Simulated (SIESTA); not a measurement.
A run of SIESTA 5.4.2:

Contents of run.py:

```python
from ase.io import read
from ase.calculators.siesta import Siesta
from ase.units import Ry, GPa

atoms = read("POSCAR")

fdf = {
    'SCFMustConverge': False,
    'OccupationFunction': 'FD',
    'ElectronicTemperature': '0.05 eV',
    'Slab.DipoleCorrection': 'vacuum',
    'MaxSCFIterations': '120',
    'SCF.Mixer.Method': 'Pulay',
    'SCF.Mixer.Weight': '0.25',
    'SCF.Mixer.History': '8',
    'SCF.DM.Tolerance': '5.0e-05',
    'SCF.H.Tolerance': '1.0e-03 eV',
    'WriteForces': 'true',
    'Charge.Mulliken': 'end',
    'SaveRho': 'true',
    'SaveElectrostaticPotential': 'true',
    'SaveTotalPotential': 'true',
    'SaveDeltaRho': 'true',
}
calc = Siesta(
    label="Zn",
    command="siesta < PREFIX.fdf > PREFIX.out",
    pseudo_path="pseudos",
    pseudo_qualifier="",
    xc=('GGA', 'RPBE'),
    basis_set="SZP",
    mesh_cutoff=800 * Ry,
    energy_shift=0.003 * Ry,
    kpts=[8, 8, 1],
    spin="non-polarized",
    fdf_arguments=fdf,
)
atoms.calc = calc

print(f"energy = {atoms.get_potential_energy():.6f} eV")
free = atoms.get_potential_energy(force_consistent=True)
print(f"free energy = {free:.6f} eV")
print("forces (eV/A):")
print(atoms.get_forces(apply_constraint=False).round(6))
print("stress (GPa, Voigt order, tension positive):", (atoms.get_stress() / GPa).round(4))
```

Contents of POSCAR:

```
Zn
1.0
    2.6647980500      0.0000000000      0.0000000000
   -1.3323990300      2.3077828100      0.0000000000
    0.0000000000      0.0000000000     27.3667500000
Zn
6
Direct
    0.6666670000      0.3333330000      0.2740550000
    0.3333330000      0.6666670000      0.3644330000
    0.6666670000      0.3333330000      0.4548110000
    0.3333340000      0.6666660000      0.5361830000
    0.6666650000      0.3333350000      0.6172940000
    0.3333340000      0.6666660000      0.7042830000
```

Potentials or basis: PseudoDojo 0.4 standard (PBE files), SZP (energy shift 0.003 Ry).

Command:

```sh
$ python run.py
```

Hardware: 1 thread of Arm Neoverse V2 (shared host).

Problem. Estimate the wall time of this run.

Solution. Wall time 32 s on 1 thread of Arm Neoverse V2, on a shared host, peak memory 0.32 GiB. Counts: scf iterations 14, k points 37, bands 78.
